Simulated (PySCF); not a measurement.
# [MoH3]+: relaxation and vibrations of the triplet

Aim: relax [MoH3]+ as a triplet from a trigonal pyramidal start, check by its vibrations whether the end is a minimum, and collect its spectrum and constants.

Program: PySCF 2.14.0. Level of theory: PBE0, basis Mo def2-TZVP with ECP28, H def2-TZVP, scalar-relativistic core potentials, no spin–orbit coupling, density fitting. These are calculated values, not measurements.

### 1 The starting structure

4 atoms, charge 1, spin multiplicity 3.

Bond lengths: Mo1–H2 1.666 Å, Mo1–H3 1.666 Å, Mo1–H4 1.666 Å. Angles: H2–Mo1–H3 99.8°, H2–Mo1–H4 99.8°, H3–Mo1–H4 99.8°.

```xyz
4
charge 1 multiplicity 3
Mo    0.0000    0.0000    0.0000
H     1.4710    0.0000    0.7821
H    -0.7355    1.2739    0.7821
H    -0.7355   -1.2739    0.7821
```

### 2 Finding the electronic state

One driver script runs all steps and calls PySCF; scf.py shows how it sets up the SCF of each step. The optimiser is the driver's own. After this first run the driver tries any further starts and a stability analysis.

The input, scf.py:

```python
from pyscf import gto, scf, dft
mol = gto.M(atom='''
Mo     0.000000     0.000000     0.000000
H      1.471000     0.000000     0.782100
H     -0.735500     1.273900     0.782100
H     -0.735500    -1.273900     0.782100''',
    basis={'Mo': 'def2-TZVP', 'H': 'def2-TZVP'},
    ecp={'Mo': 'def2-TZVP'},
    charge=1, spin=2)
mf = dft.UKS(mol, xc='PBE0')
mf.grids.atom_grid = (50, 194)
aux = {'Mo': 'def2-universal-JKFIT', 'H': 'def2-universal-JKFIT'}
mf = mf.density_fit(auxbasis=aux)
mf.conv_tol = 1e-08
mf.diis_space = 10
mf.max_cycle = 60
mf.init_guess = 'minao'
mf.verbose = 4
mf.kernel()
```

Launch:

```bash
$ OMP_NUM_THREADS=2 python axn.py task.json out
```

What it wrote:

```text
init E= -63.2493742695996
[... the frontier-level lines of each cycle are left out ...]
cycle= 1 E= -69.5259333686253  delta_E= -6.28  |g|= 0.192  |ddm|=  2.5
cycle= 2 E= -69.5402312219332  delta_E= -0.0143  |g|= 0.105  |ddm|= 0.337
cycle= 3 E= -69.5444633016335  delta_E= -0.00423  |g|= 0.0412  |ddm|= 0.0881
cycle= 4 E= -69.5452082521469  delta_E= -0.000745  |g|= 0.0205  |ddm|= 0.0502
cycle= 5 E= -69.5455208160004  delta_E= -0.000313  |g|= 0.00799  |ddm|= 0.0235
cycle= 6 E= -69.5456499754972  delta_E= -0.000129  |g|= 0.00278  |ddm|= 0.0207
cycle= 7 E= -69.5456831031316  delta_E= -3.31e-05  |g|= 0.000711  |ddm|= 0.0127
cycle= 8 E= -69.5456856846063  delta_E= -2.58e-06  |g|= 0.000139  |ddm|= 0.004
cycle= 9 E= -69.5456857867199  delta_E= -1.02e-07  |g|= 2.68e-05  |ddm|= 0.0009
cycle= 10 E= -69.5456857885424  delta_E= -1.82e-09  |g|= 1.06e-05  |ddm|= 7.32e-05
Extra cycle  E= -69.5456857887914  delta_E= -2.49e-10  |g|= 1.18e-05  |ddm|= 2.86e-05
converged SCF energy = -69.5456857887914  <S^2> = 2.0309786  2S+1 = 3.0205818
```

This step, with its further starts and checks, needed 4.9 s of wall time on 2 threads of Intel Xeon 6975P-C (Granite Rapids), shared host.

Energies from each starting density:

```csv
start,energy (Eh)
the minimal-basis guess,-69.545686
a thermally smeared density,-69.545686
a smeared PBE density,-69.545686
```

No lower solution of this spin turned up from the other starts or in the test of internal stability.

### 3 Relaxation: trigonal pyramidal start, triplet

The program finds C3v symmetry in the start, which this walk keeps.

Edit scf.py of step 2 so:

```diff
@@ -3,4 +3,4 @@
-Mo     0.000000     0.000000     0.000000
-H      1.471000     0.000000     0.782100
-H     -0.735500     1.273900     0.782100
-H     -0.735500    -1.273900     0.782100''',
+Mo    -0.000000    -0.000000    -0.023429
+H      1.470987     0.000000     0.758671
+H     -0.735493     1.273912     0.758671
+H     -0.735493    -1.273912     0.758671''',
@@ -17 +16,0 @@
-mf.init_guess = 'minao'
```

The optimiser's trace:

```csv
step,energy (Eh),change (kJ/mol),largest symmetric gradient (Eh/bohr)
0,-69.545686,0.00,0.01232
1,-69.546971,-3.37,0.01303
2,-69.548415,-7.16,0.01346
3,-69.550731,-13.25,0.01257
4,-69.552248,-17.23,0.00528
5,-69.552434,-17.72,0.00312
6,-69.552553,-18.03,0.00046
7,-69.552558,-18.04,0.00009
8,-69.552558,-18.04,0.00000
```

The walk took 7 s.

Positions (Å) and forces (eV/Å) along the way:

```
step 0
Mo   0.000   0.000  -0.023   0.000   0.000   0.634
H    1.471   0.000   0.759   0.002   0.000  -0.212
H   -0.735   1.274   0.759  -0.001   0.002  -0.211
H   -0.735  -1.274   0.759  -0.001  -0.002  -0.211
step 1
Mo   0.000   0.000   0.016   0.000   0.000   0.670
H    1.494   0.000   0.746   0.018   0.000  -0.223
H   -0.747   1.294   0.746  -0.009   0.016  -0.224
H   -0.747  -1.294   0.746  -0.009  -0.016  -0.224
step 4
Mo   0.000   0.000   0.244  -0.002   0.000   0.271
H    1.609   0.000   0.670  -0.166   0.000  -0.092
H   -0.804   1.393   0.670   0.084  -0.145  -0.090
H   -0.804  -1.393   0.670   0.084   0.145  -0.090
step 8
Mo   0.000   0.000   0.302  -0.002   0.000   0.000
H    1.615   0.000   0.650   0.000   0.000  -0.001
H   -0.807   1.399   0.650   0.001   0.000   0.000
H   -0.807  -1.399   0.650   0.001   0.000   0.000
```

End point (C3v, 8 steps, 18.0 kJ/mol gained): Mo–H 1.652 Å (×3); H–Mo–H 115.7° (×3).

### 4 Frequencies

The point is checked on the finer grid, and tightened if its gradient asks for it. The Hessian and the dipole derivatives come from central differences of analytic gradients, with steps of 0.02 bohr.

Edit scf.py of step 3 so:

```diff
@@ -3,4 +3,4 @@
-Mo    -0.000000    -0.000000    -0.023429
-H      1.470987     0.000000     0.758671
-H     -0.735493     1.273912     0.758671
-H     -0.735493    -1.273912     0.758671''',
+Mo    -0.000000    -0.000000    -0.010418
+H      1.615010    -0.000000     0.337349
+H     -0.807505     1.398639     0.337349
+H     -0.807505    -1.398639     0.337349''',
@@ -11 +11 @@
-mf.grids.atom_grid = (50, 194)
+mf.grids.atom_grid = (75, 302)
@@ -14 +14 @@
-mf.conv_tol = 1e-08
+mf.conv_tol = 1e-10
```

This SCF starts from the last density.

SCF at the final geometry:

```text
init E= -69.552560826446
[... the frontier-level lines of each cycle are left out ...]
cycle= 1 E= -69.5525608264514  delta_E= -5.34e-12  |g|= 2.94e-06  |ddm|= 5.48e-06
Extra cycle  E= -69.5525608264523  delta_E= -9.66e-13  |g|= 3.88e-06  |ddm|= 5.88e-06
converged SCF energy = -69.5525608264523  <S^2> = 2.0316167  2S+1 = 3.0210043
```

The whole step took 13 s.

Geometry: C3v; Mo–H 1.652 Å (×3); H–Mo–H 115.7° (×3).

Harmonic modes (main isotopes):

```json
{"symmetry": "a1", "ω (cm⁻¹)": "366", "IR (km/mol)": "96.5"}
{"symmetry": "e", "ω (cm⁻¹)": "872", "IR (km/mol)": "43.7"}
{"symmetry": "a1", "ω (cm⁻¹)": "2021", "IR (km/mol)": "0.6"}
{"symmetry": "e", "ω (cm⁻¹)": "2022", "IR (km/mol)": "64.8"}
```

All wavenumbers are real: a minimum.

Constants and moments:

- Dipole moment about the centre of mass: 1.00 D
- Highest occupied level: -14.72 eV
- Lowest empty level: -10.94 eV
- Rotational constants: 3.922, 3.922, 2.138 cm⁻¹
- Zero-point energy: 48.9 kJ/mol
- Principal polarisabilities: 18.5, 38.5, 38.5 bohr³
- Principal traceless quadrupole moments about the centre of mass: -1.79, -1.79, 3.59 D Å
- Entropy at 298.15 K and 1 bar (electronic part: spin only): 241.5 J/(mol K)
- Heat capacity Cp at 298.15 K: 44.4 J/(mol K)
- Enthalpy at 298.15 K above 0 K: 11.14 kJ/mol
- Rotational symmetry number: 3
- Spin squared ⟨S²⟩: 2.032

Populations by atom (charges in e):

```tsv
atom	Mulliken	Löwdin	polar tensor	spin (Mulliken)	Mayer order to Mo1
Mo1	0.79	0.86	1.44	2.32	–
H2,3,4	0.07	0.05	-0.15	-0.11	0.98
```

Outer orbital energies (eV). α occupied: -52.75, -52.12, -52.12, -16.47, -16.24, -16.24, -14.72, -14.72; empty: -10.94, -8.58, -8.58, -6.36. β occupied: -77.92, -50.34, -50.21, -50.21, -16.36, -15.88, -15.88; empty: -9.92, -9.27, -9.27, -7.99.

Mulliken populations on Mo1 (outside its core potential): s 2.56, p 6.23, d 4.41, f 0.01.

### 5 Outcome

| quantity | value |
| --- | --- |
| minimum | triplet, C3v |
| geometry | Mo–H 1.652 Å (×3); H–Mo–H 115.7° (×3) |
| wavenumbers (cm⁻¹) | 366 (a1), 872 (e), 2021 (a1), 2022 (e) |
| dipole moment (centre of mass) | 1.00 D |
| highest occupied, lowest empty level (either spin) | -14.72, -10.94 eV |
| polar-tensor charge of Mo1 | +1.44 e |
| zero-point energy | 48.9 kJ/mol |
| entropy at 298.15 K | 241.5 J/(mol K) |
| ⟨S²⟩ | 2.032 |

What this shows: The trigonal pyramidal start keeps its C3v symmetry and ends in a minimum. The strongest infrared band lies at 366 cm⁻¹ (a1, bend). Most of the spin sits on Mo1 (Mulliken spin 2.32, against 2 for the whole molecule). Other starts or spin states, not run here, may lie lower. One determinant may miss the lowest occupation of an open d or f shell.

The search up to here took 25 s.
